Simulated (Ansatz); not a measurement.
# C (diamond): the cost of one run

Computed with Ansatz 0.2.0 (DFT PBE, scalar-relativistic, plane waves, PAW, unless a step's input says otherwise).

## (1) The starting structure

Symmetry: Fd-3m, No. 227, cubic system. Conventional cell: a = 3.567 Å, b = 3.567 Å, c = 3.567 Å, α = 90.00°, β = 90.00°, γ = 90.00°. Around C (site symmetry -43m) lie 4 C at 1.54 Å.

As a file:

```cif
data_structure
_symmetry_space_group_name_H-M 'P 1'
_symmetry_Int_Tables_number 1
_cell_length_a 3.5670
_cell_length_b 3.5670
_cell_length_c 3.5670
_cell_angle_alpha 90.000
_cell_angle_beta 90.000
_cell_angle_gamma 90.000
_cell_volume 45.38
loop_
_atom_site_label
_atom_site_type_symbol
_atom_site_fract_x
_atom_site_fract_y
_atom_site_fract_z
_atom_site_occupancy
C1 C 0.00000 0.00000 0.00000 1
C2 C 0.00000 0.50000 0.50000 1
C3 C 0.50000 0.00000 0.50000 1
C4 C 0.50000 0.50000 0.00000 1
C5 C 0.25000 0.25000 0.25000 1
C6 C 0.25000 0.75000 0.75000 1
C7 C 0.75000 0.25000 0.75000 1
C8 C 0.75000 0.75000 0.25000 1
```

## (2) Relaxing cell and atoms: C (diamond), no spin

File input.yaml:

```yaml
crystal:
  lattice:
    - [3.567, 0.0, 0.0]
    - [0.0, 3.567, 0.0]
    - [0.0, 0.0, 3.567]
  atoms:
    - { symbol: C, position: [0.0, 0.0, 0.0] }
    - { symbol: C, position: [0.0, 0.5, 0.5] }
    - { symbol: C, position: [0.5, 0.0, 0.5] }
    - { symbol: C, position: [0.5, 0.5, 0.0] }
    - { symbol: C, position: [0.25, 0.25, 0.25] }
    - { symbol: C, position: [0.25, 0.75, 0.75] }
    - { symbol: C, position: [0.75, 0.25, 0.75] }
    - { symbol: C, position: [0.75, 0.75, 0.25] }
scf:
  occupations: { method: fixed }
output:
  forces: true
  stress: true
  eigenvalues: true
  write_density: true
  write_potential: true
  elf: true
  volumetric_format: npy
hamiltonian:
  xc: pbe
kpoints:
  mp_grid: { grid: [6, 6, 6] }
basis:
  ecutwfc: 520
relax:
  f_tol: 0.002
  max_steps: 60
  cell: { stress_tol: 0.05 }
```

Run with:

```console
ansatz run input.yaml --threads 8 --pin off --max-ram 18432MiB --backend cpu --events-out ev --progress --plain --runs-dir out
```

Q: Estimate wall time and peak memory on 8 threads of Arm Neoverse V1, shared host.

About 1.6 s, with a peak of 0.38 GiB.
